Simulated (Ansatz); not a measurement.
# Mo (Mo (111), 5 layers): how the settings move a single-point run

Question: which choices in the input matter for Mo (Mo (111), 5 layers)?

Computed with Ansatz 0.2.0 (reference: DFT, PBE, PAW with Ansatz's default frozen-core files, scalar-relativistic, unless a step's input says otherwise).

## Step 1: The system as given

Symmetry: P-3m1, No. 164, trigonal system. Conventional cell: a = 4.470 Å, b = 4.470 Å, c = 19.650 Å, α = 90.00°, β = 90.00°, γ = 120.00°. Mo (site symmetry 3m) has 4 Mo at 2.40 to 2.68 Å as nearest neighbours. Mo (site symmetry 3m) has 7 Mo at 2.40 to 2.71 Å as nearest neighbours. Mo (site symmetry -3m) has 12 Mo at 2.71 to 3.02 Å as nearest neighbours.

Structure file:

```
Mo
1.0
     4.47010    0.00000    0.00000
    -2.23505    3.87122    0.00000
     0.00000    0.00000   19.64980
Mo
5
Direct
  0.83333 0.16667 0.42053
  0.16667 0.83333 0.45717
  0.50000 0.50000 0.50000
  0.83333 0.16667 0.54283
  0.16667 0.83333 0.57947
```

## Step 2: Baseline

File input.yaml:

```yaml
crystal:
  lattice:
    - [4.4701026757, 0.0, 0.0]
    - [-2.2350513378, 3.8712224747, 0.0]
    - [0.0, 0.0, 19.6498]
  atoms:
    - { symbol: Mo, position: [0.8333333333, 0.1666666667, 0.4205312807] }
    - { symbol: Mo, position: [0.1666666667, 0.8333333333, 0.4571710418] }
    - { symbol: Mo, position: [0.5, 0.5, 0.4999999854] }
    - { symbol: Mo, position: [0.8333333333, 0.1666666667, 0.542828963] }
    - { symbol: Mo, position: [0.1666666667, 0.8333333333, 0.5794687291] }
  periodic: [true, true, false]
kpoints:
  mp_grid: { grid: [10, 10, 1] }
scf:
  occupations: { method: fermi_dirac, width: 0.1 }
hamiltonian:
  xc: pbe
  pseudopotentials: { kind: paw }
output:
  forces: true
  stress: true
  eigenvalues: true
```

Command:

```sh
> ansatz run input.yaml --threads 2 --pin off --max-ram 5120MiB --backend cpu --events-out ev --progress --plain --runs-dir out
```

## Step 3: Variant: mp_grid.shift [0.5, 0.5, 0.0], xc pbesol

Edit input.yaml of step 2 so:

```diff
@@ -13,3 +13,3 @@
 kpoints:
-  mp_grid: { grid: [10, 10, 1] }
+  mp_grid: { grid: [10, 10, 1], shift: [0.5, 0.5, 0.0] }
 scf:
@@ -17,3 +17,3 @@
 hamiltonian:
-  xc: pbe
+  xc: pbesol
   pseudopotentials: { kind: paw }
```

What does the calculation give? Wanted: for each run, ending; energy change; gap; force.

The runs gave:

| run | ending | energy change | gap (eV) | force (eV/Å) | cycles | time |
| --- | --- | --- | --- | --- | --- | --- |
| reference | converged | - | 0.05 | 0.00 | 9 | 13 s |
| 1: mp_grid.shift [0.5, 0.5, 0.0], xc pbesol | converged | not comparable | 0.00 | 0.56 | 9 | 29 s |

Residual by cycle in the longest SCF loop of each run; runs are numbered as in the table. The quantity is the density residual dr2, in eV.

```csv
cycle,reference,run 1
1,0.338,0.349
2,0.501,0.588
3,0.021,0.0374
4,0.00967,0.00627
5,3.9e-4,3.5e-4
6,5.0e-5,5.0e-5
7,2.3e-6,2.0e-6
8,2.3e-7,3.2e-7
9,2.3e-8,8.0e-8
```

**Reading.** Total energies don't compare across a change of functional; the gap on the mesh closes (it was 0.05 eV) and the largest force goes from 0.00 to 0.56 eV/Å. The k-point mesh changed too. Cost: 29 s against 13 s.
